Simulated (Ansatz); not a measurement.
# Se2Cl2: up Jacob's ladder to CCSD(T)

The task here is to estimate one member of a computed series from the others.

Method: functionals in def2-TZVPP, the program's frozen cores in correlated methods; program: Ansatz 0.2.0, Gaussian basis.

Plan: LDA (SPW92), PBE-D4, revPBE-D4, BLYP-D4, r2SCAN-D4, B97M-V, PBE0-D4, B3LYP-D4, r2SCANh-D4, r2SCAN0-D4, HSE06-D4, BHLYP-D4, CAM-B3LYP-D4, LC-ωPBE, ωB97X-V, ωB97M-V, B2PLYP, PBE-QIDH; CCSD(T)/def2-SVP; CCSD(T)/def2-TZVPP; CCSD(T)/def2-QZVPP; extrapolation to the limit; RPA on PBE.

### The relaxed structure

All runs share one geometry, relaxed beforehand with PBE0-D4 in a triple-zeta def2 set.

SMILES `Cl[Se][Se]Cl`, 4 atoms, charge 0, spin multiplicity 1.

Atoms are counted from 1 here; the program's logs count them from 0.

Bond lengths: Cl1–Se2 2.186 Å, Se2–Se3 2.232 Å, Se3–Cl4 2.186 Å. Angles: Cl1–Se2–Se3 106.0°, Se2–Se3–Cl4 106.0°.

Set-up of the first run:

in.yaml

```yaml
crystal:
  periodic: [false, false, false]
  atoms:
    - {symbol: Cl, position_ang: [0.393259, 0.140340, 2.334853]}
    - {symbol: Se, position_ang: [-1.102778, -0.148010, 0.767158]}
    - {symbol: Se, position_ang: [-0.249327, 0.780426, -1.074856]}
    - {symbol: Cl, position_ang: [0.958846, -0.772766, -2.027155]}
basis:
  gaussian: {orbitals: def2-TZVPP}
hamiltonian: {xc: lda}
output: {orbitals: {seedname: orbitals}}
```

On the command line:

```sh
$ ansatz run in.yaml --threads 2 --pin off --events-out ev --progress --plain --max-ram 22528MiB --backend cpu
```

Steps of the session up to this table: LDA; PBE-D4 (GGA); revPBE-D4 (GGA); BLYP-D4 (GGA); r2SCAN-D4 (meta-GGA); B97M-V (meta-GGA); PBE0-D4 (hybrid); B3LYP-D4 (hybrid); r2SCANh-D4 (hybrid); r2SCAN0-D4 (hybrid); HSE06-D4 (hybrid); BHLYP-D4 (hybrid); CAM-B3LYP-D4 (range-separated); LC-ωPBE (range-separated); ωB97X-V (range-separated); ωB97M-V (range-separated); B2PLYP (double hybrid); PBE-QIDH (double hybrid).

One of the session's tables, all rows but one given; the rest of the session is left out.

It belongs to the step «Frontier levels by functional». 

```
  functional  HOMO (eV)  LUMO (eV)  gap (eV)
 LDA (SPW92)      -6.58      -3.75      2.83
      PBE-D4      -6.41      -3.51      2.91
   revPBE-D4      -6.36      -3.42      2.94
     BLYP-D4      -6.23      -3.38      2.85
   r2SCAN-D4      -6.71      -3.46      3.24
      B97M-V      -6.78      -3.32      3.46
     PBE0-D4      -7.58      -2.70      4.88
    B3LYP-D4      -7.33      -2.91      4.42
  r2SCANh-D4      -7.13      -3.15      3.98
  r2SCAN0-D4      -7.77      -2.68      5.09
    HSE06-D4      -7.19      -3.08      4.11
    BHLYP-D4      -8.60      -1.74      6.85
CAM-B3LYP-D4      -8.83      -1.64      7.19
     LC-ωPBE     -10.18      -0.51      9.67
     ωB97X-V          ?          ?         ?
     ωB97M-V      -9.67      -0.65      9.01
```

**Question.** Estimate the row for ωB97X-V.

As computed: HOMO (eV): -9.83; LUMO (eV): -0.59; gap (eV): 9.24. In the column «HOMO (eV)» it lies between LC-ωPBE (-10.18) and ωB97M-V (-9.67).
